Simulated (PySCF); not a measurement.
# O2Re: the cost of one run

The runs use PySCF 2.14.0; each script names its method and basis.

1 further run of the same task is left out (it didn't finish).

### Step 1. The system as given

ReO2⁻: 3 atoms, charge -1, spin multiplicity 1.

Bond lengths: Re1–O2 1.872 Å, Re1–O3 1.872 Å, O2–O3 1.367 Å. Angles: O2–Re1–O3 42.8°, Re1–O2–O3 68.6°, Re1–O3–O2 68.6°.

### Step 2. The run that the others are compared with

Contents of input.py:

```python
from pyscf import gto, scf, mcscf, mrpt

mol = gto.M(
    atom='Re 0 0 -0.2546; O 0.6833 0 1.4886; O -0.6833 0 1.4886',
    basis='sbkjc',
    ecp={'Re': 'sbkjc', 'O': 'sbkjc'},
    charge=-1,
    spin=0,
    verbose=4,
)
mf = scf.RHF(mol)
mf.kernel()
mc = mcscf.CASSCF(mf, 6, 4)
mc.kernel()
mc.analyze()
mrpt.NEVPT(mc).kernel()
mf.dip_moment()
print('orbital energies (hartree):', mf.mo_energy[..., max(0, mol.nelec[1]-3):mol.nelec[0]+3].round(4))
```

Launch:

```bash
$ OMP_NUM_THREADS=1 python input.py
```

What time and memory should one allow on 1 thread of Arm Neoverse N1, shared host?

About 5.6 s, with a peak of 0.13 GiB.
